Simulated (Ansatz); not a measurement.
# Al2Cl2H6N2: vertical ionisation energy

An exercise on one series of results from a longer session: the logs are not shown, and one member is left open.

Program: Ansatz 0.2.0, Gaussian basis. Level of theory: unrestricted cation, the program's frozen cores in correlated methods. These are calculated values, not measurements.

Levels to be run: UKS PBE-D4/def2-TZVPP; UKS r2SCAN-D4/def2-TZVPP; UKS PBE0-D4/def2-TZVPP; UKS B3LYP-D4/def2-TZVPP; UKS wB97X-V/def2-TZVPP; UKS wB97M-V/def2-TZVPP; UKS B2PLYP/def2-TZVPP; UHF-CCSD(T)/def2-TZVPP; UHF-MP2/def2-QZVPP; extrapolation to the limit; then −ε(HOMO) from the neutral's earlier runs with LDA (SPW92), PBE-D4, revPBE-D4, BLYP-D4, r2SCAN-D4, B97M-V, PBE0-D4, B3LYP-D4, r2SCANh-D4, r2SCAN0-D4, HSE06-D4, BHLYP-D4, CAM-B3LYP-D4, LC-ωPBE, ωB97X-V, ωB97M-V.

## Structure used throughout

The geometry comes from an earlier relaxation with PBE0-D4 in a triple-zeta def2 set; it is a stationary point, not always the lowest conformer.

SMILES `[Cl][Al@H-]1[NH2+][Al@@H-]([Cl])[NH2+]1`, 12 atoms, charge 0, spin multiplicity 1.

Atoms are counted from 1 here; the program's logs count them from 0.

Bond lengths: Cl1–Al2 2.120 Å, Al2–N3 1.943 Å, Al2–N6 1.943 Å, Al2–H7 1.579 Å, N3–Al4 1.943 Å, N3–H8 1.016 Å, N3–H9 1.014 Å, Al4–Cl5 2.120 Å, Al4–N6 1.943 Å, Al4–H10 1.579 Å, N6–H11 1.016 Å, N6–H12 1.014 Å. Angles: Cl1–Al2–N3 108.7°, Cl1–Al2–N6 108.7°, Cl1–Al2–H7 121.2°, N3–Al2–N6 87.9°, N3–Al2–H7 112.7°, N6–Al2–H7 112.7°, Al2–N3–Al4 92.0°, Al2–N3–H8 113.3°, Al2–N3–H9 115.5°, Al4–N3–H8 113.3°, Al4–N3–H9 115.5°, H8–N3–H9 106.9°, N3–Al4–Cl5 108.7°, N3–Al4–N6 87.9°, N3–Al4–H10 112.7°, Cl5–Al4–N6 108.7°, Cl5–Al4–H10 121.2°, N6–Al4–H10 112.7° and more.

Coordinates:

```xyz
12
charge 0, multiplicity 1
Cl   -1.76944   -1.76496    1.60683
Al   -0.01386   -1.30735    0.51037
N     0.65755    0.41699    1.10336
Al    0.23231    1.24660   -0.60152
Cl   -1.34580    2.63103   -0.30717
N    -0.52722   -0.45326   -1.15780
H     1.13278   -2.37629    0.32083
H     0.13431    0.80633    1.88184
H     1.63677    0.43697    1.36603
H     1.51980    1.63895   -1.42721
H    -1.53228   -0.41788   -1.29912
H    -0.12492   -0.85715   -1.99644
```

Set-up of the first run:

The input, in.yaml:

```yaml
crystal:
  periodic: [false, false, false]
  atoms:
    - {symbol: Cl, position_ang: [-1.769441, -1.764962, 1.606826]}
    - {symbol: Al, position_ang: [-0.013856, -1.307346, 0.510368]}
    - {symbol: N, position_ang: [0.657545, 0.416994, 1.103360]}
    - {symbol: Al, position_ang: [0.232309, 1.246601, -0.601521]}
    - {symbol: Cl, position_ang: [-1.345802, 2.631026, -0.307168]}
    - {symbol: N, position_ang: [-0.527221, -0.453259, -1.157800]}
    - {symbol: H, position_ang: [1.132775, -2.376287, 0.320833]}
    - {symbol: H, position_ang: [0.134313, 0.806327, 1.881842]}
    - {symbol: H, position_ang: [1.636773, 0.436973, 1.366027]}
    - {symbol: H, position_ang: [1.519795, 1.638949, -1.427209]}
    - {symbol: H, position_ang: [-1.532283, -0.417876, -1.299121]}
    - {symbol: H, position_ang: [-0.124916, -0.857151, -1.996437]}
basis:
  gaussian: {orbitals: def2-TZVPP}
total_charge: 1
magnetization: {spin_polarized: true, initial_magnetization: 1}
hamiltonian: {xc: pbe, dispersion: d4}
```

Run with:

```bash
ansatz run in.yaml --threads 2 --pin off --events-out ev --progress --plain --max-ram 32768MiB --backend cuda --devices 0, --max-vram 18GiB
```

Steps of the session up to this table: Cation, UKS PBE-D4/def2-TZVPP; Cation, UKS r2SCAN-D4/def2-TZVPP; Cation, UKS PBE0-D4/def2-TZVPP; Cation, UKS B3LYP-D4/def2-TZVPP; Cation, UKS wB97X-V/def2-TZVPP; Cation, UKS wB97M-V/def2-TZVPP; Cation, UKS B2PLYP (frozen core)/def2-TZVPP; Cation, UHF-CCSD(T)/def2-TZVPP; Cation, UHF-MP2/def2-QZVPP.

One of the session's tables, all rows but one given; the rest of the session is left out.

It belongs to the step «Ionisation energies side by side». For comparison, −ε(HOMO) of the neutral from earlier runs:

| functional | −ε(HOMO) (eV) |
| --- | --- |
| LDA (SPW92) | 7.06 |
| PBE-D4 | 6.97 |
| revPBE-D4 | 6.93 |
| BLYP-D4 | 6.85 |
| r2SCAN-D4 | 7.32 |
| B97M-V | 7.42 |
| PBE0-D4 | 8.31 |
| B3LYP-D4 | 8.09 |
| r2SCANh-D4 | 7.81 |
| r2SCAN0-D4 | 8.54 |
| HSE06-D4 | 7.91 |
| BHLYP-D4 | 9.57 |
| CAM-B3LYP-D4 | 9.69 |
| LC-ωPBE | 11.09 |
| ωB97X-V | ? |
| ωB97M-V | 10.53 |

Estimate the missing values for ωB97X-V.

The run gave: −ε(HOMO) (eV): 10.73. In the column «−ε(HOMO) (eV)» it lies between ωB97M-V (10.53) and LC-ωPBE (11.09).
